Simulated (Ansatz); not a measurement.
# SiH₃ClO₃: small, medium and large basis sets

How large a basis does SiH₃ClO₃ need? Two functionals are run in growing sets.

Computed with Ansatz 0.2.0, Gaussian basis. Level: one geometry, several basis sets.

Plan: PBE0-D4/def2-SVP; ωB97M-V/def2-SVP; PBE0-D4/def2-QZVPP; ωB97M-V/def2-QZVPP; the functionals' def2-TZVPP values are taken from earlier runs.

**1. Structure used throughout**

The geometry comes from an earlier relaxation with PBE0-D4/def2-TZVP; it is a stationary point, not always the lowest conformer.

8 atoms, charge 0, spin multiplicity 1.

Atoms are counted from 1 here; the program's logs count them from 0.

Bond lengths: O1–Si2 1.620 Å, O1–H6 0.958 Å, Si2–O3 1.620 Å, Si2–O4 1.620 Å, Si2–Cl5 2.059 Å, O3–H7 0.958 Å, O4–H8 0.958 Å. Angles: Si2–O1–H6 118.2°, O1–Si2–O3 109.6°, O1–Si2–O4 109.6°, O1–Si2–Cl5 109.4°, O3–Si2–O4 109.6°, O3–Si2–Cl5 109.4°, O4–Si2–Cl5 109.4°, Si2–O3–H7 118.2°, Si2–O4–H8 118.2°.

**2. PBE0-D4 in def2-SVP**

Contents of in.yaml:

```yaml
crystal:
  periodic: [false, false, false]
  atoms:
    - {symbol: O, position_ang: [-0.816870, 0.285161, 1.342948]}
    - {symbol: Si, position_ang: [-0.004708, -0.000025, -0.029030]}
    - {symbol: O, position_ang: [1.347603, 0.890971, -0.054381]}
    - {symbol: O, position_ang: [0.379001, -1.571168, -0.116094]}
    - {symbol: Cl, position_ang: [-1.185529, 0.504771, -1.638951]}
    - {symbol: H, position_ang: [-1.176878, 1.162285, 1.481673]}
    - {symbol: H, position_ang: [1.882951, 0.878220, -0.849017]}
    - {symbol: H, position_ang: [-0.333468, -2.207315, -0.192949]}
basis:
  gaussian: {orbitals: def2-SVP}
hamiltonian: {xc: pbe0, dispersion: d4}
output: {orbitals: {seedname: orbitals}}
```

On the command line:

```bash
ansatz run in.yaml --threads 4 --pin off --events-out ev --progress --plain --max-ram 10444MiB
```

The runs that follow: ωB97M-V in def2-SVP; PBE0-D4 in def2-QZVPP; ωB97M-V in def2-QZVPP.

Before running them: what should the planned runs give, taken together? Wanted: PBE0-D4: double and triple zeta above quadruple; ωB97M-V: double and triple zeta above quadruple.

**Answer**, as computed:

| quantity | value |
| --- | --- |
| PBE0-D4: double and triple zeta above quadruple | 16.47, 1.02 eV |
| ωB97M-V: double and triple zeta above quadruple | 16.52, 0.97 eV |

**Reading.** For PBE0-D4 the step from double to triple zeta gains 15.45 eV and the next only 1.02 eV. Total energies overstate the basis error of differences, where much of it tends to cancel. The LUMO of ωB97M-V is positive and keeps falling with the basis (2.71 to 1.28 eV): an unbound level that the basis holds in place.
